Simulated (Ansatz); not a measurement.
# CH3ClTe: an energy map over bond length C2–Te3 and angle Te3–C2–Cl1

Aim: map the energy of CH₃ClTe, SMILES ClC[TeH] over two coordinates, and find its wells, ridges and stiffness.

Method: RKS PBE-D4/def2-TZVP; program: Ansatz 0.2.0.

## 1. The starting structure

SMILES `ClC[TeH]`, 6 atoms, charge 0, spin multiplicity 1.

Atoms are counted from 1 here; the program's logs count them from 0.

Bond lengths: Cl1–C2 1.784 Å, C2–Te3 2.201 Å, C2–H4 1.104 Å, C2–H5 1.104 Å, Te3–H6 1.686 Å. Angles: Cl1–C2–Te3 109.1°, Cl1–C2–H4 108.9°, Cl1–C2–H5 108.9°, Te3–C2–H4 109.4°, Te3–C2–H5 109.4°, H4–C2–H5 111.1°, C2–Te3–H6 92.3°.

Coordinates:

```xyz
6
charge 0, multiplicity 1
Cl   -1.93066    0.07319   -0.89801
C    -0.20562   -0.10548   -0.48146
Te    0.09025    0.47181    1.62188
H     0.08753   -1.16144   -0.61731
H     0.38962    0.55895   -1.13234
H     1.74299    0.14511    1.54927
```

This geometry comes from a loose relaxation at PBE in a small basis, which is not shown.

## 3. Plan of the scan

The axes are (1) bond length C2–Te3: 15 values from 1.876 to 3.054 Å; (2) angle Te3–C2–Cl1: 15 values from 83.9 to 133.9 °.

Nothing else is relaxed (all other coordinates rigid). Energies count from the relaxed molecule at the same level.

(The set-up runs are not shown.)

## 4. Grid point bond length C2–Te3 = 2.465 Å, angle Te3–C2–Cl1 = 108.9°

Contents of input.yaml:

```yaml
crystal:
  periodic: [false, false, false]
  atoms:
    - { symbol: Cl, position_ang: [-1.919126, 0.073869, -0.89416] }
    - { symbol: C, position_ang: [-0.197943, -0.106081, -0.4769] }
    - { symbol: Te, position_ang: [0.1241, 0.540356, 1.879926] }
    - { symbol: H, position_ang: [0.083175, -1.153584, -0.612175] }
    - { symbol: H, position_ang: [0.385368, 0.555389, -1.122486] }
    - { symbol: H, position_ang: [1.7696, 0.221734, 1.81102] }
basis:
  gaussian: { orbitals: def2-TZVP }
hamiltonian:
  xc: pbe
  dispersion: d4
output:
  forces: true
```

Started as:

```console
ansatz run input.yaml --threads 1 --pin off --max-ram 2560MiB --backend cpu --events-out ev --progress --plain --runs-dir out
```

Further runs follow: the other points that were computed.

**Question.** What will these runs give? Wanted: lowest point; highest computed point; largest force on an atom.

As calculated:

| quantity | value |
| --- | --- |
| lowest point | bond length C2–Te3 = 2.213 Å, angle Te3–C2–Cl1 = 108.9°, 0.13 kcal/mol |
| highest computed point | bond length C2–Te3 = 3.054 Å, angle Te3–C2–Cl1 = 83.9°, 46.1 kcal/mol above the lowest |
| largest force on an atom (eV/Å) | 0.3 at bond length C2–Te3 = 2.213 Å, angle Te3–C2–Cl1 = 112.5° to 8.8 at bond length C2–Te3 = 1.876 Å, angle Te3–C2–Cl1 = 83.9°; 0.4 at the lowest point |
| time for the whole task | 23 min on 1 thread, shared host |

What this shows: The lowest computed point is at bond length C2–Te3 = 2.213 Å, angle Te3–C2–Cl1 = 108.9°, 0.13 kcal/mol from the relaxed molecule at the same level. The grid is coarse, so the lowest point of the scanned range may lie between grid points; coordinates that were held can hide deeper minima. No other kind of well shows on this grid. The highest computed point, bond length C2–Te3 = 3.054 Å, angle Te3–C2–Cl1 = 83.9°, lies 46.1 kcal/mol above the lowest. Round the minimum the two coordinates are nearly uncoupled.
